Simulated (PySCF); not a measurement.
# BiF: bond curves at several levels of theory

One table from this session's results is given with a row withheld; the runs are named, their logs left out.

Method: Bi def2-SVPD with ECP60, F def2-SVPD, scalar-relativistic core potentials; program: PySCF 2.14.0.

Set-up of the first run:

The job is set up so:

```yaml
atoms: Bi, F
charge: 0
basis: Bi def2-SVPD with ECP60, F def2-SVPD
Hamiltonian: scalar-relativistic core potentials
basis_functions: 55
electrons_treated: 32
masses_in_u: 208.9804, 18.9984
levels: PBE0, PBE, r²SCAN, TPSS, PW91, r²SCAN0, CAM-B3LYP, HF, MP2, SCS-MP2, CCSD, CCSD(T)
grid: 80 radial by 434 angular points
occupations: held fixed by the projection of orbital angular momentum
dissociation_limit: Bi + F, each in its ground configuration
starting_distance_in_angstrom: 2.075
values_of_2S_to_try: 0, 2, 4
```

On the command line:

```sh
> OMP_NUM_THREADS=1 python dia.py task.json out
```

Steps of the session up to this table: Set-up; The PBE0 curve of the state that the search chose; Higher solutions at PBE0; PBE; r²SCAN (meta-GGA); TPSS (meta-GGA); PW91 (GGA); r²SCAN0 (hybrid meta-GGA); CAM-B3LYP (range-separated hybrid); UHF; MP2 and coupled cluster.

One of the session's tables, all rows but one given; the rest of the session is left out.

```
      level  Re (Å)  ωe (cm⁻¹)  De (eV)
        UHF   2.048        565     1.81
    UHF-MP2   2.075        541     3.87
UHF-SCS-MP2   2.077        538     3.74
   UHF-CCSD   2.071        544     3.48
UHF-CCSD(T)   2.077        536     3.61
        PBE   2.092        518     4.27
       PW91   2.091        519     4.31
       TPSS   2.083        528     4.11
     r²SCAN   2.069        541     3.90
       PBE0       ?          ?        ?
    r²SCAN0   2.054        558     3.52
  CAM-B3LYP   2.065        548     3.99
```

**Question.** Estimate the row for PBE0.

The run gave: Re (Å): 2.066; ωe (cm⁻¹): 545; De (eV): 3.78. In the column «Re (Å)» it lies between CAM-B3LYP (2.065) and r²SCAN (2.069).
